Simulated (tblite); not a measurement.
# C13H9FS3: the cost of one run

Programs: PySCF 2.14.0 with density-fitted response routines of our own, and tblite 0.8.0. All values are computed, except where a source is named. Atoms count from 0 throughout.

## 1. The starting structure

26 atoms, charge 0, multiplicity 1; geometry from: MMFF94s geometry.

Bonds of the start (Å): C0–C1 1.50, C0–H17 1.09, C0–H18 1.09, C0–H19 1.09, C11–C12 1.45, C12–C13 1.38, C12–S16 1.72, C13–C14 1.42, C13–H23 1.08, C14–C15 1.38, C14–H24 1.08, C15–H25 1.07, C15–S16 1.71, C1–C11 1.39, C1–C2 1.42, C2–C3 1.38, C2–H20 1.08, C3–C4 1.45, C3–S10 1.71, C4–C8 1.37, C4–S5 1.73, C6–C7 1.38, C6–H21 1.08, C7–C8 1.41 and more.

## 2. GFN2-xTB relaxation, conformer 1

What the job is given:

```
{"job": {"xc": "GFN2-xTB", "basis": "xTB", "kind": "relax"}, "charge": 0, "multiplicity": 1}
C      1.599800    -1.328300    -2.209000
C      0.667400    -0.741600    -1.190500
C     -0.749600    -0.866600    -1.251800
C     -1.426600    -0.226800    -0.228400
C     -2.854700    -0.167900     0.011400
S     -3.930400    -1.347100    -0.660800
C     -5.302700    -0.599900     0.027600
C     -4.968800     0.528000     0.753500
C     -3.574400     0.757000     0.725600
F     -3.043300     1.816000     1.354800
S     -0.308700     0.494100     0.847200
C      1.047900    -0.035700    -0.051800
C      2.376300     0.295100     0.410900
C      2.878800     1.547800     0.705600
C      4.228900     1.521300     1.144900
C      4.728600     0.231400     1.174000
S      3.568800    -0.914500     0.664100
H      2.020500    -2.270500    -1.848100
H      1.053300    -1.533200    -3.133000
H      2.407800    -0.629600    -2.442600
H     -1.270400    -1.379400    -2.053200
H     -6.286900    -1.024900    -0.123900
H     -5.689000     1.153700     1.276100
H      2.282300     2.449200     0.621400
H      4.810800     2.387700     1.432900
H      5.713100    -0.092500     1.455500
```

Launch:

```bash
> OMP_NUM_THREADS=1 python ens_run.py task.json out
```

This one command runs the whole study; its stages follow in the order run.

**Question.** How long does this first job take on 1 thread of Intel Xeon Platinum 8259CL at 2.50GHz, shared host?

About 12 s.
